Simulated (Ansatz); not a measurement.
**Ti2O: uniaxial strain along c**

Aim: apply uniaxial strain along c to Ti2O from -3 to +3 %, where the lengths of a and b and the atoms relax, the angles are held, and follow energy, stress and any gap.

Program: Ansatz 0.2.0. Level of theory: DFT PBEsol, scalar-relativistic, plane waves, PAW. These are calculated values, not measurements.

3 further runs of the same task are left out: 3 set aside as unsound or not needed.

## Step 1: Starting point

It takes space group P-3m1 (No. 164, trigonal). The conventional cell has a = 2.953 Å, b = 2.953 Å, c = 4.724 Å, α = 90.00°, β = 90.00°, γ = 120.00°. Ti (site symmetry 3m) has 3 O at 2.11 Å as nearest neighbours. O (site symmetry -3m) is surrounded by 6 Ti at 2.11 Å.

Structure file:

```cif
data_structure
_symmetry_space_group_name_H-M 'P-3m1'
_symmetry_Int_Tables_number 164
_cell_length_a 2.9530
_cell_length_b 2.9530
_cell_length_c 4.7237
_cell_angle_alpha 90.000
_cell_angle_beta 90.000
_cell_angle_gamma 120.000
_cell_volume 35.67
loop_
_atom_site_label
_atom_site_type_symbol
_atom_site_symmetry_multiplicity
_atom_site_Wyckoff_symbol
_atom_site_fract_x
_atom_site_fract_y
_atom_site_fract_z
_atom_site_occupancy
Ti1 Ti 2 d 0.66667 0.33333 0.26267 1
O1 O 1 a 0.00000 0.00000 0.00000 1
```

This cell was relaxed beforehand with the same method: volume 11.89 Å³/atom, gap on the mesh none (metal).

The unstrained cell was computed beforehand with the same settings: E(σ→0) = -5511.8221 eV for 3 atoms, gap none (metal).

## Step 2: The cell strained by -1.0 %

input.yaml

```yaml
crystal:
  lattice:
    - [2.960334358, 0.0, 0.0]
    - [-1.480167179, 2.5637247577, 0.0]
    - [0.0, 0.0, 4.6764963233]
  atoms:
    - { symbol: Ti, position: [0.6666666667, 0.3333333333, 0.2626749712] }
    - { symbol: Ti, position: [0.3333333333, 0.6666666667, 0.7373250288] }
    - { symbol: O, position: [0.0, 0.0, 0.0] }
basis:
  ecutwfc: 420
kpoints:
  mp_grid: { grid: [24, 24, 12] }
hamiltonian:
  xc: pbesol
scf:
  occupations: { method: gaussian, width: 0.1 }
output:
  forces: true
  stress: true
  eigenvalues: true
  write_density: true
  write_potential: true
  elf: true
  volumetric_format: npy
relax:
  adjacent_minimum: "off"
  f_tol: 0.008
  max_steps: 40
  cell: { stress_tol: 0.015, fix: [c, angles] }
```

Command:

```
ansatz run input.yaml --threads 1 --pin off --max-ram 2560MiB --backend cpu --events-out ev --progress --plain --runs-dir out
```

Further runs follow: the cell strained by +1.0 %; strain -2.0 %; the cell strained by +2.0 %; the cell strained by -3.0 %; At +3.0 %.

Q: Predict the outcome of this session. Wanted: (1/V) d²E/dε² at zero strain, cubic fit; strain of the free axis a per applied strain.

**Answer**, as computed:

| quantity | value |
| --- | --- |
| largest energy cost | 4.4 meV/atom at -2.0 % |
| (1/V) d²E/dε² at zero strain, cubic fit | 292 GPa |
| strain of the free axis a per applied strain | -0.29 |

The curvature of the energy, 292 GPa, is Young's modulus along c, angles held. The free axis a moves against the applied strain (factor -0.29). The final runs have no spin polarisation, so no magnetic state was tried and one may lie lower.
